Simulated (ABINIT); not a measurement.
HPbNO4:

```
CELL_PARAMETERS angstrom
3.85707 0.00178 -0.03658
0.17353 4.33436 -0.01647
0.75803 0.83873 5.87662
ATOMIC_POSITIONS crystal
H 0.61511 0.89559 0.19844
Pb 0.64597 0.44651 0.91685
N 0.71474 0.23810 0.50058
O 0.16958 0.47007 0.77768
O 0.62919 0.97045 0.49845
O 0.56424 0.92583 0.03849
O 0.78022 0.42250 0.31951
```

The cell was built by a generator and needn't be a form met in nature.

Program: ABINIT 10.8.3 (patched build). Alike in all runs: no spin polarisation; cell as given; smearing fermi-dirac 0.05 eV.

Order these runs on this cell by their pressure, lowest first.
A. level RPBE; potentials or basis Ansatz PAW PBE default generated set, frozen core; k mesh 5 × 4 × 4; cutoff (eV) 517; fine-grid cutoff 1034.03 eV
B. level PBE; potentials or basis SG15 NC PBE v1.2; k mesh 4 × 4 × 3; cutoff (eV) 1143
C. level LDA; potentials or basis Ansatz PAW PBE default generated set, frozen core; k mesh 5 × 4 × 4; cutoff (eV) 517; fine-grid cutoff 1034.03 eV

C (-6.4 GPa), B (0.1 GPa), A (2.7 GPa).

Caveats: the atomic spheres overlap (some runs); the PAW data sets were made with another functional, which shifts forces and pressure a little (some runs).

Not every run made on this cell is shown here.
